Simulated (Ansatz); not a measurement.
# C2H5NSSe: the cost of one run

All numbers below are computed with Ansatz 0.2.0 (RKS B3LYP-D4/def2-mTZVP).

## Step 1: Starting point

Bond lengths: N1–C2 1.452 Å, C2–S3 1.790 Å, C2–C4 1.435 Å, C2–Se5 1.971 Å, C4–Se5 1.962 Å, N1–H6 1.052 Å, N1–H7 1.085 Å, S3–H8 1.385 Å, C4–H9 1.180 Å, C4–H10 1.054 Å. Angles (14 of 17 angles, heavy atoms first): N1–C2–S3 114.5°, N1–C2–C4 119.7°, N1–C2–Se5 118.3°, S3–C2–C4 113.6°, S3–C2–Se5 114.7°, C4–C2–Se5 68.2°, C2–C4–Se5 68.9°, C2–Se5–C4 42.8°, C2–N1–H6 107.8°, C2–N1–H7 106.3°, C2–S3–H8 95.2°, C2–C4–H9 110.9°, C2–C4–H10 120.2°, Se5–C4–H9 110.0°.

Coordinates:

```xyz
10

N    -0.4919   -0.0339    1.3033
C     0.2273    0.1927    0.0630
S     1.9821   -0.1494    0.1493
C    -0.3718   -0.1836   -1.1858
Se   -0.2537    1.7674   -1.0202
H    -0.0905    0.6117    2.0301
H    -1.4782    0.3970    1.1673
H     1.8344   -1.4894    0.4660
H    -1.4875   -0.5347   -1.0293
H     0.2131   -0.6289   -1.9407
```

## Step 2: Relaxing end A

The input, input.yaml:

```yaml
crystal:
  periodic: [false, false, false]
  atoms:
    - { symbol: "N", position_ang: [-0.4919, -0.0339, 1.3033] }
    - { symbol: C, position_ang: [0.2273, 0.1927, 0.063] }
    - { symbol: S, position_ang: [1.9821, -0.1494, 0.1493] }
    - { symbol: C, position_ang: [-0.3718, -0.1836, -1.1858] }
    - { symbol: Se, position_ang: [-0.2537, 1.7674, -1.0202] }
    - { symbol: H, position_ang: [-0.0905, 0.6117, 2.0301] }
    - { symbol: H, position_ang: [-1.4782, 0.397, 1.1673] }
    - { symbol: H, position_ang: [1.8344, -1.4894, 0.466] }
    - { symbol: H, position_ang: [-1.4875, -0.5347, -1.0293] }
    - { symbol: H, position_ang: [0.2131, -0.6289, -1.9407] }
basis:
  gaussian: { orbitals: def2-mTZVP }
hamiltonian:
  xc: b3lyp
  dispersion: d4
relax:
  f_tol: 0.015
  max_steps: 40
output:
  orbitals: {}
```

Run with:

```
ansatz run input.yaml --threads 2 --pin off --max-ram 3072MiB --backend cpu --events-out ev --progress --plain --runs-dir out
```

Q: Estimate wall time and peak memory on 2 threads of Arm Neoverse V2, shared host.

About 40 s, with a peak of 0.33 GiB.
